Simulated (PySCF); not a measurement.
# C4H7IO: the cost of one run

Computed with PySCF 2.14.0 and routines of our own; the level stands in each step. Atoms count from 0.

## Step 1: The system as given

13 atoms, charge 0, multiplicity 1; geometry from: GFN2-xTB.

## Step 2: Relaxing the molecule at PBE0-D3(BJ)/def2-SVP

What the job is given:

```
{"job": {"xc": "PBE0", "basis": "def2-SVP", "d3": "d3bj", "grid": 1, "maxiter": 30, "shake": 0.01, "kind": "geom"}, "charge": 0, "multiplicity": 1}
C     -1.210630    -0.737230     0.592250
C     -0.419710     0.552400     0.466930
I     -1.761200     2.279600     0.241270
C      0.586850     0.525850    -0.705870
C      1.680840    -0.455210    -0.508050
O      1.876690    -1.103270     0.479290
H     -1.798670    -0.897390    -0.316830
H     -0.541940    -1.546550     0.746590
H     -1.919090    -0.650360     1.449760
H      0.129360     0.741680     1.403800
H      0.028780     0.255190    -1.621190
H      1.018220     1.505160    -0.858730
H      2.336320    -0.486750    -1.379530
```

Command:

```bash
$ OMP_NUM_THREADS=1 python heavy_run.py task.json out
```

This one command runs all jobs of the session in turn.

**Question.** How long does this first job take on 1 thread of Arm Neoverse V1, shared host, and how much memory does it need?

About 79 s, with a peak of 0.58 GiB.
